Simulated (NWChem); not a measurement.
# A workflow on the pair MgN2H4···BH2Cl

We compute a single-point energy (singlet MgBN2H6Cl, PBE0-D3(BJ)/6-31+G*), then the energy (singlet MgN2H4, PBE0-D3(BJ)/6-31+G*), then a single-point energy (singlet BH2Cl, PBE0-D3(BJ)/6-31+G*), then a single-point energy (singlet MgN2H4, PBE0-D3(BJ)/6-31+G*), then the energy (singlet BH2Cl, PBE0-D3(BJ)/6-31+G*) of BClH6MgN2 and its partners. 

The results are computed with NWChem 7.3.0.

### Step 1. Starting point

MgBN2H6Cl has 11 atoms, charge 0, and is taken as a singlet. The two molecules were placed rigidly side by side, at 1 times their contact distance; the pair isn't optimised.

Bond lengths: N1–Mg2 1.886 Å, Mg2–N3 1.886 Å, B8–Cl9 1.733 Å, N1–H4 1.009 Å, N1–H5 1.009 Å, N3–H6 1.009 Å, N3–H7 1.009 Å, B8–H10 1.190 Å, B8–H11 1.190 Å. Angles: N1–Mg2–N3 180.0°, Mg2–N1–H4 126.5°, Mg2–N1–H5 126.5°, Mg2–N3–H6 126.5°, Mg2–N3–H7 126.5°, Cl9–B8–H10 118.1°, Cl9–B8–H11 118.1°, H4–N1–H5 107.1°, H6–N3–H7 107.1°, H10–B8–H11 123.7°.

### Step 2. The energy at PBE0-D3(BJ)/6-31+G(d) (spherical functions) (run 1)

File struct.nw:

```
start struct
title "BClH6MgN2 energy"
memory stack 880 mb heap 220 mb global 1100 mb
charge 0
geometry units bohr noautosym nocenter noautoz
   N   -2.97807609  -0.04516445  -1.95713266
   Mg   0.00013228   0.00018897  -0.00032125
   N    2.97815168   0.04516445   1.95705707
   H   -4.38554411  -1.32658774  -1.84828443
   H   -3.46411365   1.20753499  -3.30960964
   H    4.62750464  -0.81050353   1.52997896
   H    3.22192635   0.92936731   3.62833085
   B   -8.58880524  -4.88505542  -3.95377948
   Cl  -8.00618377  -7.22260884  -6.17256362
   H   -7.97547573  -2.77821866  -4.44743264
   H   -9.57928629  -5.47827824  -2.02378330
end
basis spherical bse
   * library 6-31+G*
end
dft
   xc pbe0
   disp vdw 4
   grid fine
   convergence energy 1e-08
   maxiter 100
   mulliken
   print low
end
task dft energy
```

Command:

```bash
nwchem struct.nw > struct.out
```

The log of the run:

```text
[...]
 d= 0,ls=0.0,diis     1   -797.7010648979 -9.82D+02  1.25D-02  9.69D-01     2.4
[...]
 d= 0,ls=0.0,diis    10   -797.8247678465 -1.25D-09  3.53D-07  9.27D-10    17.7
         Total DFT energy =     -797.824767846463
      One electron energy =    -1467.018175628768
           Coulomb energy =      549.870196185681
    Exchange-Corr. energy =      -64.519270118780
 Nuclear repulsion energy =      183.847491877571
    Dispersion correction =       -0.005010162168
[...]
      Total Density - Mulliken Population Analysis
     ---------------------------------------------
    Atom       Charge   Shell Charges
 -----------   ------   -------------------------------------------------------
    1 N    7     8.13   2.00  0.75  2.47  0.94  1.82 -0.15  0.30  0.02
    2 Mg  12    11.21   2.00  2.00  5.96  0.40  0.46  0.10  0.13 -0.01  0.00  0.17
    3 N    7     8.14   2.00  0.75  2.47  0.93  1.82 -0.15  0.31  0.02
    4 H    1     0.64   0.50  0.13
    5 H    1     0.62   0.50  0.12
    6 H    1     0.63   0.50  0.12
    7 H    1     0.63   0.50  0.12
    8 B    5     5.08   2.00  0.61  1.39  0.50  0.44  0.05  0.04  0.05
    9 Cl  17    17.04   2.00  2.00  5.97  1.39  3.65  0.56  1.46 -0.04  0.02  0.02
   10 H    1     0.94   0.52  0.43
[...]
```

It took 18 s on 1 thread of AMD EPYC 9R45 (Zen 5), shared host; peak memory 0.13 GiB.

### Step 3. MgN2H4: the energy at PBE0-D3(BJ)/6-31+G(d) (spherical functions) (run 2)

File h4mgn2.nw:

```
START h4mgn2
TITLE "H4MgN2"
memory stack 880 mb heap 220 mb global 1100 mb
charge 0
GEOMETRY units bohr noautosym nocenter noautoz
  N     -2.97807609    -0.04516445    -1.95713266
  Mg     0.00013228     0.00018897    -0.00032125
  N      2.97815168     0.04516445     1.95705707
  H     -4.38554411    -1.32658774    -1.84828443
  H     -3.46411365     1.20753499    -3.30960964
  H      4.62750464    -0.81050353     1.52997896
  H      3.22192635     0.92936731     3.62833085
END
BASIS spherical bse
  N library 6-31+G*
  Mg library 6-31+G*
  H library 6-31+G*
END
DFT
  xc pbe0
  mult 1
  disp vdw 4
  grid fine
  convergence energy 1e-08
  iterations 100
  mulliken
  print low
END
TASK dft
```

Command:

```bash
nwchem h4mgn2.nw > h4mgn2.out
```

The log of the run:

```text
[...]
 d= 0,ls=0.0,diis     1   -311.6750205100 -3.94D+02  1.79D-02  7.71D-01     0.8
[...]
 d= 0,ls=0.0,diis     8   -311.7681709789 -4.89D-11  3.75D-07  2.09D-09     4.6
         Total DFT energy =     -311.768170978916
      One electron energy =     -596.244565246561
           Coulomb energy =      233.324765589428
    Exchange-Corr. energy =      -31.660940493412
 Nuclear repulsion energy =       82.815358346520
    Dispersion correction =       -0.002789174892
[...]
      Total Density - Mulliken Population Analysis
     ---------------------------------------------
    Atom       Charge   Shell Charges
 -----------   ------   -------------------------------------------------------
    1 N    7     8.15   2.00  0.75  2.47  0.93  1.82 -0.15  0.31  0.02
    2 Mg  12    11.20   2.00  2.00  5.96  0.39  0.46  0.10  0.12 -0.01  0.00  0.17
    3 N    7     8.15   2.00  0.75  2.47  0.93  1.82 -0.15  0.31  0.02
    4 H    1     0.63   0.50  0.12
    5 H    1     0.63   0.50  0.12
    6 H    1     0.63   0.50  0.12
    7 H    1     0.63   0.50  0.12
[...]
```

Wall time 5.4 s (1 thread of AMD EPYC 9R45 (Zen 5), shared host); peak memory 0.13 GiB.

### Step 4. BH2Cl: a single-point energy at PBE0-D3(BJ)/6-31+G(d) (spherical functions) (run 3)

File nw.nw:

```
start nw
title "BClH2"
memory 2200 mb

geometry units angstrom noautosym nocenter noautoz
  B       -4.545000      -2.585060      -2.092250
  Cl      -4.236690      -3.822040      -3.266380
  H       -4.220440      -1.470170      -2.353480
  H       -5.069140      -2.898980      -1.070940
end

basis "ao basis" spherical bse
  B library 6-31+G*
  Cl library 6-31+G*
  H library 6-31+G*
end

dft
  xc pbe0
  disp vdw 4
  grid fine
  convergence energy 1e-08
  iterations 100
  mulliken
  print low
end

task dft
```

Command:

```bash
nwchem nw.nw > nw.out
```

The log of the run:

```text
[...]
 d= 0,ls=0.0,diis     1   -486.0261406009 -5.24D+02  1.49D-02  1.92D-01     0.4
[...]
 d= 0,ls=0.0,diis     8   -486.0558015626 -2.07D-10  2.58D-07  6.68D-11     1.9
         Total DFT energy =     -486.055801562603
      One electron energy =     -744.328750944821
           Coulomb energy =      253.348868670416
    Exchange-Corr. energy =      -32.857434295983
 Nuclear repulsion energy =       37.782936555191
    Dispersion correction =       -0.001421547406
[...]
      Total Density - Mulliken Population Analysis
     ---------------------------------------------
    Atom       Charge   Shell Charges
 -----------   ------   -------------------------------------------------------
    1 B    5     5.06   2.00  0.61  1.39  0.50  0.44  0.04  0.03  0.05
    2 Cl  17    17.05   2.00  2.00  5.97  1.39  3.65  0.56  1.46 -0.03  0.03  0.02
    3 H    1     0.95   0.52  0.43
    4 H    1     0.95   0.52  0.43
[...]
```

Run time: 2.4 s. Hardware: 1 thread of AMD EPYC 9R45 (Zen 5), shared host; peak memory 0.12 GiB.

### Step 5. MgN2H4 among ghost functions: a single-point energy at PBE0-D3(BJ)/6-31+G(d) (spherical functions, with ghost functions) (run 4)

File m1.nw:

```
start m1
title "H4MgN2"
memory total 2200 mb
geometry units bohr noautosym nocenter noautoz
  N   -2.97807609  -0.04516445  -1.95713266
  Mg   0.00013228   0.00018897  -0.00032125
  N    2.97815168   0.04516445   1.95705707
  H   -4.38554411  -1.32658774  -1.84828443
  H   -3.46411365   1.20753499  -3.30960964
  H    4.62750464  -0.81050353   1.52997896
  H    3.22192635   0.92936731   3.62833085
  bqB     -8.588805    -4.885055    -3.953779
  bqCl    -8.006184    -7.222609    -6.172564
  bqH     -7.975476    -2.778219    -4.447433
  bqH     -9.579286    -5.478278    -2.023783
end
basis spherical bse
  N library 6-31+G*
  Mg library 6-31+G*
  H library 6-31+G*
  bqB library B 6-31+G*
  bqCl library Cl 6-31+G*
  bqH library H 6-31+G*
end
dft
  xc pbe0
  mult 1
  disp vdw 4
  grid fine
  convergence energy 1e-08
  iterations 100
  mulliken
  print low
end
task dft energy
```

Command:

```bash
nwchem m1.nw > m1.out
```

The log of the run:

```text
[...]
 d= 0,ls=0.0,diis     1   -311.6750697057 -3.94D+02  1.08D-02  7.72D-01     2.1
[...]
 d= 0,ls=0.0,diis     9   -311.7682612817 -3.26D-11  2.53D-08  1.62D-12    15.3
         Total DFT energy =     -311.768261281698
      One electron energy =     -596.243590554255
           Coulomb energy =      233.323566728116
    Exchange-Corr. energy =      -31.660806627187
 Nuclear repulsion energy =       82.815358346520
    Dispersion correction =       -0.002789174892
[...]
      Total Density - Mulliken Population Analysis
     ---------------------------------------------
    Atom       Charge   Shell Charges
 -----------   ------   -------------------------------------------------------
    1 N    7     8.14   2.00  0.75  2.47  0.94  1.82 -0.15  0.30  0.02
    2 Mg  12    11.21   2.00  2.00  5.96  0.40  0.46  0.10  0.13 -0.01  0.00  0.17
    3 N    7     8.14   2.00  0.75  2.47  0.93  1.82 -0.15  0.31  0.02
    4 H    1     0.63   0.50  0.12
    5 H    1     0.63   0.50  0.12
    6 H    1     0.63   0.50  0.12
    7 H    1     0.63   0.50  0.12
    8 X    0     0.00  -0.00 -0.00 -0.00  0.00  0.00  0.00  0.00 -0.00
    9 X    0    -0.00  -0.00 -0.00 -0.00 -0.00  0.00  0.00 -0.00 -0.00 -0.00 -0.00
   10 X    0     0.00  -0.00  0.00
[...]
```

Wall time 16 s (1 thread of AMD EPYC 9R45 (Zen 5), shared host); peak memory 0.13 GiB.

### Step 6. BH2Cl among ghost functions: a single-point energy at PBE0-D3(BJ)/6-31+G(d) (spherical functions, with ghost functions) (run 5)

File mymol.nw:

```
start mymol
title "BClH2 energy"
memory 2200 mb
geometry units angstrom noautosym nocenter noautoz
B       -4.545000      -2.585060      -2.092250
Cl      -4.236690      -3.822040      -3.266380
H       -4.220440      -1.470170      -2.353480
H       -5.069140      -2.898980      -1.070940
bqN     -1.575930    -0.023900    -1.035670
bqMg     0.000070     0.000100    -0.000170
bqN      1.575970     0.023900     1.035630
bqH     -2.320730    -0.702000    -0.978070
bqH     -1.833130     0.639000    -1.751370
bqH      2.448770    -0.428900     0.809630
bqH      1.704970     0.491800     1.920030
end
basis "ao basis" spherical bse
B library 6-31+G*
Cl library 6-31+G*
H library 6-31+G*
bqN library N 6-31+G*
bqMg library Mg 6-31+G*
bqH library H 6-31+G*
end
dft
xc pbe0
disp vdw 4
grid fine
convergence energy 1e-08
maxiter 100
mulliken
noprint "final vectors analysis"
end
task dft energy
```

Command:

```bash
nwchem mymol.nw > mymol.out
```

The log of the run:

```text
[...]
          Wavefunction type:  closed shell.
          No. of atoms     :    11
          No. of electrons :    24
[...]
          Charge           :     0
          Spin multiplicity:     1
[...]
          AO basis - number of functions:   110
[...]
              XC Information
              --------------
                         PBE0 Method XC Functional
                     Hartree-Fock (Exact) Exchange  0.250
          PerdewBurkeErnzerhof Exchange Functional  0.750
            Perdew 1991 LDA Correlation Functional  1.000 local
           PerdewBurkeErnz. Correlation Functional  1.000 non-local
[...]
 d= 0,ls=0.0,diis     1   -486.0261880096 -5.24D+02  6.00D-03  1.93D-01     2.0
[...]
 d= 0,ls=0.0,diis     8   -486.0558557246 -2.06D-10  1.05D-07  6.73D-11    13.1
         Total DFT energy =     -486.055855724607
      One electron energy =     -744.327168539612
           Coulomb energy =      253.346969444858
    Exchange-Corr. energy =      -32.857171637637
 Nuclear repulsion energy =       37.782936555191
    Dispersion correction =       -0.001421547406
[...]
      Total Density - Mulliken Population Analysis
     ---------------------------------------------
    Atom       Charge   Shell Charges
 -----------   ------   -------------------------------------------------------
    1 B    5     5.07   2.00  0.61  1.39  0.50  0.44  0.05  0.04  0.05
    2 Cl  17    17.04   2.00  2.00  5.97  1.39  3.65  0.56  1.46 -0.04  0.02  0.02
    3 H    1     0.95   0.52  0.43
    4 H    1     0.95   0.52  0.43
    5 X    0     0.00  -0.00 -0.00  0.00  0.00  0.00  0.00  0.00  0.00
    6 X    0    -0.00   0.00 -0.00 -0.00  0.00 -0.00 -0.00 -0.00 -0.00 -0.00 -0.00
    7 X    0    -0.00  -0.00 -0.00 -0.00 -0.00 -0.00 -0.00  0.00 -0.00
    8 X    0     0.00  -0.00  0.00
    9 X    0     0.00  -0.00  0.00
   10 X    0     0.00  -0.00  0.00
[...]
```

Wall time 14 s (1 thread of AMD EPYC 9R45 (Zen 5), shared host); peak memory 0.14 GiB.

### Step 7. What came out

```
                                                                                                                   quantity          value
                                                                                   run 1, PBE0-D3(BJ)/6-31+G*: total energy  -797.82477 Eh
                                                                              run 1, PBE0-D3(BJ)/6-31+G*: dispersion energy  -13.15 kJ/mol
                                                                                                       MgN2H4: total energy  -311.76817 Eh
                                                                                                  MgN2H4: dispersion energy   -7.32 kJ/mol
                                                                                                        BH2Cl: total energy  -486.05580 Eh
                                                                                                   BH2Cl: dispersion energy   -3.73 kJ/mol
                                                                                 MgN2H4 among ghost functions: total energy  -311.76826 Eh
                                                                            MgN2H4 among ghost functions: dispersion energy   -7.32 kJ/mol
                                                                                  BH2Cl among ghost functions: total energy  -486.05586 Eh
                                                                                 BH2Cl among ghost functions: dipole moment         0.71 D
                                                                             BH2Cl among ghost functions: dispersion energy   -3.73 kJ/mol
              interaction energy of the rigid parts MgN2H4 and BH2Cl (parts in their own basis; closest atoms 2.47 Å apart)      -0.022 eV
interaction energy of the rigid parts MgN2H4 and BH2Cl (parts in the whole basis, counterpoise; closest atoms 2.47 Å apart)      -0.018 eV
```

What this shows: The interaction energy of the rigid parts MgN2H4 and BH2Cl (parts in their own basis; closest atoms 2.47 Å apart) is −0.02 eV (−2.1 kJ/mol): the parts attract. Without counterpoise this holds the superposition error of the basis. The interaction energy of the rigid parts MgN2H4 and BH2Cl (parts in the whole basis, counterpoise; closest atoms 2.47 Å apart) is −0.02 eV (−1.7 kJ/mol). The basis-set superposition error is 0.4 kJ/mol.
